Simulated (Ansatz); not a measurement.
**C₂H₄AlCl: small, medium and large basis sets**

How large a basis does C₂H₄AlCl need? Two functionals are run in growing sets.

Method: one geometry, several basis sets; program: Ansatz 0.2.0, Gaussian basis.

The runs, in order: PBE0-D4/def2-SVP; ωB97M-V/def2-SVP; PBE0-D4/def2-QZVPP; ωB97M-V/def2-QZVPP; the functionals' def2-TZVPP values are taken from earlier runs.

### Step 1. The geometry

The geometry comes from an earlier relaxation with PBE0-D4 in a triple-zeta def2 set; it is a stationary point, not always the lowest conformer.

SMILES `[Cl][Al]1[CH2][CH2]1`, 8 atoms, charge 0, spin multiplicity 1.

Atoms are counted from 1 here; the program's logs count them from 0.

Bond lengths: Cl1–Al2 2.080 Å, Al2–C3 1.887 Å, Al2–C4 1.887 Å, C3–C4 1.615 Å, C3–H5 1.089 Å, C3–H6 1.089 Å, C4–H7 1.089 Å, C4–H8 1.089 Å. Angles: Cl1–Al2–C3 154.7°, Cl1–Al2–C4 154.7°, C3–Al2–C4 50.7°, Al2–C3–C4 64.7°, Al2–C3–H5 122.7°, Al2–C3–H6 122.8°, C4–C3–H5 114.0°, C4–C3–H6 114.1°, H5–C3–H6 109.8°, Al2–C4–C3 64.7°, Al2–C4–H7 122.8°, Al2–C4–H8 122.7°, C3–C4–H7 114.1°, C3–C4–H8 114.0°, H7–C4–H8 109.8°.

### Step 2. PBE0-D4 in def2-SVP

in.yaml

```yaml
crystal:
  periodic: [false, false, false]
  atoms:
    - {symbol: Cl, position_ang: [0.032457, -1.064523, 3.139528]}
    - {symbol: Al, position_ang: [0.019376, -0.402085, 1.168294]}
    - {symbol: C, position_ang: [0.253074, 0.871006, -0.204547]}
    - {symbol: C, position_ang: [-0.235908, -0.588712, -0.691831]}
    - {symbol: H, position_ang: [1.234008, 1.158438, -0.579626]}
    - {symbol: H, position_ang: [-0.463604, 1.667298, -0.398869]}
    - {symbol: H, position_ang: [0.475194, -1.103175, -1.336138]}
    - {symbol: H, position_ang: [-1.222399, -0.595248, -1.152612]}
basis:
  gaussian: {orbitals: def2-SVP}
hamiltonian: {xc: pbe0, dispersion: d4}
output: {orbitals: {seedname: orbitals}}
```

The run is started by

```console
ansatz run in.yaml --threads 2 --pin off --events-out ev --progress --plain --max-ram 4352MiB
```

The runs that follow: ωB97M-V in def2-SVP; PBE0-D4 in def2-QZVPP; ωB97M-V in def2-QZVPP.

Before running them: what should the planned runs give, taken together? Wanted: PBE0-D4: double and triple zeta above quadruple; ωB97M-V: double and triple zeta above quadruple.

As calculated:

```
                                       quantity          value
PBE0-D4: double and triple zeta above quadruple  9.70, 0.68 eV
ωB97M-V: double and triple zeta above quadruple  9.74, 0.66 eV
```

For PBE0-D4 the step from double to triple zeta gains 9.02 eV and the next only 0.68 eV. Total energies overstate the basis error of differences, where much of it tends to cancel.
